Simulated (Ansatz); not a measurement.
# TiC (rocksalt type): the cost of one run

Program: Ansatz 0.2.0. Level of theory: DFT PBE, with the methods named in each step. These are calculated values, not measurements.

### 1 The starting structure

The structure is cubic, space group Fm-3m (No. 225). Conventional cell: a = 4.333 Å, b = 4.333 Å, c = 4.333 Å, α = 90.00°, β = 90.00°, γ = 90.00°. Ti (site symmetry m-3m) has 6 C at 2.17 Å as nearest neighbours. Around C (site symmetry m-3m) lie 6 Ti at 2.17 Å.

Coordinates:

```cif
data_structure
_symmetry_space_group_name_H-M 'P 1'
_symmetry_Int_Tables_number 1
_cell_length_a 3.0637
_cell_length_b 3.0637
_cell_length_c 4.3327
_cell_angle_alpha 90.000
_cell_angle_beta 90.000
_cell_angle_gamma 90.000
_cell_volume 40.67
loop_
_atom_site_label
_atom_site_type_symbol
_atom_site_fract_x
_atom_site_fract_y
_atom_site_fract_z
_atom_site_occupancy
Ti1 Ti 0.00000 0.00000 0.00000 1
Ti2 Ti 0.50000 0.50000 0.50000 1
C1 C 0.50000 0.50000 0.00000 1
C2 C 0.00000 0.00000 0.50000 1
```

Atoms are numbered in the order of the input: Ti1, Ti2, C3, C4.

### 2 Bulk in the slab's orientation, LAPW

input.yaml

```yaml
crystal:
  lattice:
    - [2.166363941, 2.166363941, 0.0]
    - [-2.166363941, 2.166363941, 0.0]
    - [0.0, 0.0, 4.3327278821]
  atoms:
    - { symbol: Ti, position: [0.0, 0.0, 0.0] }
    - { symbol: Ti, position: [0.5, 0.5, 0.5] }
    - { symbol: C, position: [0.5, 0.5, 0.0] }
    - { symbol: C, position: [0.0, 0.0, 0.5] }
kpoints:
  mp_grid: { grid: [13, 13, 10] }
scf:
  occupations: { method: fermi_dirac, width: 0.05 }
hamiltonian:
  xc: pbe
  pseudopotentials: { kind: all_electron, lapw: { basis_error: 0.001 } }
output:
  forces: true
  stress: true
  eigenvalues: true
```

Launch:

```bash
> ansatz run input.yaml --threads 1 --pin off --max-ram 3584MiB --backend cpu --events-out ev --progress --plain --runs-dir out
```

**Question.** How long does this run take on 1 thread of Intel Xeon 6975P-C (Granite Rapids), shared host, and how much memory does it need?

About 34 s, with a peak of 0.79 GiB.
